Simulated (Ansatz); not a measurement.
**wB97X/6-31G(d) (spherical functions) run of CH7GaSi (SMILES [CH3][GaH][SiH3])**

Aim: the energy change on altering one bond length of CH7GaSi at wB97X/6-31G* (spherical functions), from 2 runs. 

Program for the calculation: Ansatz 0.2.0.

71 further runs of the same task are left out: 71 set aside as unsound or not needed.

## (1) The molecule

CH7GaSi: 10 atoms, total charge 0, spin state singlet. SMILES: `[CH3][GaH][SiH3]`. Geometry: relaxed at PBE0-D4/def2-TZVP.

Bond lengths: C1–Ga2 1.971 Å, Ga2–Si3 2.419 Å, C1–H4 1.090 Å, C1–H5 1.094 Å, C1–H6 1.093 Å, Ga2–H7 1.578 Å, Si3–H8 1.492 Å, Si3–H9 1.489 Å, Si3–H10 1.492 Å. Some angles: C1–Ga2–Si3 120.8°, C1–Ga2–H7 118.1°, Si3–Ga2–H7 121.0°, Ga2–C1–H4 113.1°, Ga2–C1–H5 109.2°, Ga2–C1–H6 110.1°, Ga2–Si3–H8 110.2°, Ga2–Si3–H9 114.2°, Ga2–Si3–H10 110.2°, H4–C1–H5 108.5°.

## (2) A single-point energy at wB97X/6-31G(d) (spherical functions)

Contents of input.yaml:

```yaml
crystal:
  periodic: [false, false, false]
  atoms:
    - {symbol: C, position_ang: [-1.123300, 1.394100, -0.619200]}
    - {symbol: Ga, position_ang: [0.561500, 0.659300, 0.093300]}
    - {symbol: Si, position_ang: [0.786700, -1.705300, 0.550700]}
    - {symbol: H, position_ang: [-1.924300, 0.656600, -0.670400]}
    - {symbol: H, position_ang: [-0.947000, 1.785400, -1.626000]}
    - {symbol: H, position_ang: [-1.454200, 2.236500, -0.005700]}
    - {symbol: H, position_ang: [1.759600, 1.654600, 0.346000]}
    - {symbol: H, position_ang: [0.531000, -2.496200, -0.688800]}
    - {symbol: H, position_ang: [2.125000, -2.100900, 1.069700]}
    - {symbol: H, position_ang: [-0.231700, -2.135100, 1.553300]}
basis:
  gaussian:
    orbitals: 6-31G_st_-spherical.json
hamiltonian:
  xc: {name: wB97X}
accuracy: high
output: {orbitals: {seedname: orbitals}}
```

The basis set 6-31G* is read from a file made from the Basis Set Exchange's data (not shown).

Started as:

```bash
$ ansatz run input.yaml --threads 1 --pin off --max-ram 3480MiB --events-out events.jsonl --progress --plain --runs-dir runs
```

The program printed:

```text
Warning: RAYON_NUM_THREADS=1 ignored (pool sized by the plan → 1); use --threads N
Functional definition: wB97X
  name "wB97X"
  parameter omega = 0.3/bohr
  parameter cx = 0.157706
  parameter cx1 = 0.726479
  parameter cx2 = 1.04760
  parameter cx3 = -5.70635
  parameter cx4 = 13.2794
  parameter css1 = -4.33879
  parameter css2 = 18.2308
  parameter css3 = -31.7430
  parameter css4 = 17.2901
  parameter cos1 = 2.37031
  parameter cos2 = -11.3995
  parameter cos3 = 6.58405
  parameter cos4 = -3.78132
  exchange = spin_sum(e_x_unif_sr(omega)*poly(b97_u_x, 1 - cx, cx1, cx2, cx3, cx4)) + cx*exact_x_sr(omega)
      + exact_x_lr(omega)
  correlation = spin_sum(e_c_pw_same_spin*poly(b97_u_same, 1, css1, css2, css3, css4))
      + integral(e_c_pw_opposite_spin*poly(b97_u_opposite, 1, cos1, cos2, cos3, cos4))
1761 factors; integrals over basis functions are off by at most 7.4e-9 eV
404 factors; integrals over basis functions are off by at most 2.0e-9 eV
mean field evaluation 1: about -61396.7606 eV, gradient 3.2e1 eV
mean field evaluation 2: about -61397.7092 eV, gradient 2.7e1 eV
mean field evaluation 4: about -61399.0737 eV, gradient 1.4e0 eV
mean field evaluation 8: about -61399.1789 eV, gradient 1.9e-2 eV
mean field evaluation 16: about -61399.1789 eV, gradient 9.9e-6 eV
mean field -61399.17890177 eV, -2256.3782067817 hartree, gradient 2.9e-8 eV, S^2 0.000000; 0 other end points of the search recorded, 0 dependent functions left out
reference -61399.17889751 eV, -2256.3782066253 hartree; 29, 29 occupied and 49, 49 virtual orbitals, 1761 factors
Total energy: -61399.17889751 eV, -2256.3782066253 hartree
```

Wall time 35 s (1 thread of Arm Neoverse V1, shared host); peak memory 0.53 GiB.

## (3) The distorted shape, same level

Contents of molecule.yaml:

```yaml
crystal:
  periodic: [false, false, false]
  atoms:
    - {symbol: C, position_ang: [-1.024034, 1.141391, -0.803242]}
    - {symbol: Ga, position_ang: [0.660766, 0.406591, -0.090742]}
    - {symbol: Si, position_ang: [0.885966, -1.958009, 0.366658]}
    - {symbol: H, position_ang: [-1.825034, 0.403891, -0.854442]}
    - {symbol: H, position_ang: [-0.847734, 1.532691, -1.810042]}
    - {symbol: H, position_ang: [-1.454200, 2.236500, -0.005700]}
    - {symbol: H, position_ang: [1.858866, 1.401891, 0.161958]}
    - {symbol: H, position_ang: [0.630266, -2.748909, -0.872842]}
    - {symbol: H, position_ang: [2.224266, -2.353609, 0.885658]}
    - {symbol: H, position_ang: [-0.132434, -2.387809, 1.369258]}
basis:
  gaussian: {orbitals: 6-31G_st_-spherical.json}
magnetization: {spin_polarized: false}
hamiltonian: {xc: {name: wB97X}}
accuracy: high
output: {orbitals: {seedname: orbitals}}
```

The basis set 6-31G* is read from a file made from the Basis Set Exchange's data (not shown).

Started as:

```bash
$ ansatz run molecule.yaml --threads 1 --pin off --max-ram 3480MiB --events-out events.jsonl --progress --plain --runs-dir runs
```

The program printed (excerpt; [...] marks lines left out):

```text
Warning: RAYON_NUM_THREADS=1 ignored (pool sized by the plan → 1); use --threads N
[... 2 set-up lines as earlier in the session ...]
[...]
      + exact_x_lr(omega)
[...]
      + integral(e_c_pw_opposite_spin*poly(b97_u_opposite, 1, cos1, cos2, cos3, cos4))
1764 factors; integrals over basis functions are off by at most 8.5e-9 eV
408 factors; integrals over basis functions are off by at most 2.7e-9 eV
[...]
mean field -61398.14915137 eV, -2256.3403641525 hartree, gradient 4.9e-8 eV, S^2 0.000000; 0 other end points of the search recorded, 0 dependent functions left out
reference -61398.14914705 eV, -2256.3403639940 hartree; 29, 29 occupied and 49, 49 virtual orbitals, 1764 factors
Total energy: -61398.14914705 eV, -2256.3403639940 hartree
```

It took 36 s on 1 thread of Arm Neoverse V1, shared host; peak memory 0.53 GiB.

## (4) What came out

Level: wB97X/6-31G* (spherical functions).

| quantity | value |
| --- | --- |
| first shape: total energy | -2256.37821 Eh |
| first shape: HOMO energy | -9.48 eV |
| first shape: LUMO energy | 0.21 eV |
| first shape: HOMO–LUMO gap | 9.69 eV |
| distorted shape: total energy | -2256.34036 Eh |
| distorted shape: HOMO energy | -9.49 eV |
| distorted shape: LUMO energy | 0.17 eV |
| distorted shape: HOMO–LUMO gap | 9.66 eV |
| energy change with the C1–H6 bond stretched from 1.093 to 1.421 Å | 1.030 eV |

What this shows: With the C1–H6 bond stretched from 1.093 to 1.421 Å the energy rises by 1.03 eV (99 kJ/mol). The first shape isn't relaxed at this level, so the change isn't measured from a minimum.
